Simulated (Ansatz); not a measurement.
# CH6INSSi: the cost of one run

All numbers below are computed with Ansatz 0.2.0 (RKS B3LYP/def2-SVP).

## 1. The system as given

Bond lengths: C1–Si2 1.765 Å, Si2–N3 1.691 Å, Si2–S4 2.101 Å, Si2–I5 2.428 Å, C1–H6 1.131 Å, C1–H7 1.129 Å, C1–H8 1.065 Å, N3–H9 1.000 Å, N3–H10 1.062 Å, S4–H11 1.389 Å. Angles (14 of 16 angles, heavy atoms first): C1–Si2–N3 111.1°, C1–Si2–S4 113.1°, C1–Si2–I5 111.8°, N3–Si2–S4 104.6°, N3–Si2–I5 107.0°, S4–Si2–I5 108.9°, Si2–C1–H6 114.9°, Si2–C1–H7 112.8°, Si2–C1–H8 115.1°, Si2–N3–H9 107.7°, Si2–N3–H10 105.9°, Si2–S4–H11 96.2°, H6–C1–H7 102.1°, H6–C1–H8 104.6°.

As a file:

```xyz
11

C    -1.1361    0.8509   -0.3339
Si    0.3369    0.0978    0.2825
N     0.9523   -1.0259   -0.8206
S     0.0245   -1.0055    2.0425
I     2.0872    1.7324    0.6804
H    -1.0009    1.4589   -1.2775
H    -1.5693    1.6121    0.3790
H    -1.9285    0.1759   -0.5609
H     1.4216   -0.5181   -1.5430
H     1.7474   -1.5209   -0.3199
H    -0.8699   -1.9145    1.4921
```

## 2. End point A

File input.yaml:

```yaml
crystal:
  periodic: [false, false, false]
  atoms:
    - { symbol: C, position_ang: [-1.1361, 0.8509, -0.3339] }
    - { symbol: Si, position_ang: [0.3369, 0.0978, 0.2825] }
    - { symbol: "N", position_ang: [0.9523, -1.0259, -0.8206] }
    - { symbol: S, position_ang: [0.0245, -1.0055, 2.0425] }
    - { symbol: I, position_ang: [2.0872, 1.7324, 0.6804] }
    - { symbol: H, position_ang: [-1.0009, 1.4589, -1.2775] }
    - { symbol: H, position_ang: [-1.5693, 1.6121, 0.379] }
    - { symbol: H, position_ang: [-1.9285, 0.1759, -0.5609] }
    - { symbol: H, position_ang: [1.4216, -0.5181, -1.543] }
    - { symbol: H, position_ang: [1.7474, -1.5209, -0.3199] }
    - { symbol: H, position_ang: [-0.8699, -1.9145, 1.4921] }
basis:
  gaussian: { orbitals: def2-SVP }
hamiltonian:
  xc: b3lyp
relax:
  f_tol: 0.015
  max_steps: 40
```

Launch:

```sh
> ansatz run input.yaml --threads 2 --pin off --max-ram 3072MiB --backend cpu --events-out ev --progress --plain --runs-dir out
```

Q: Estimate wall time and peak memory on 2 threads of Arm Neoverse V1, shared host.

About 59 s, with a peak of 0.33 GiB.
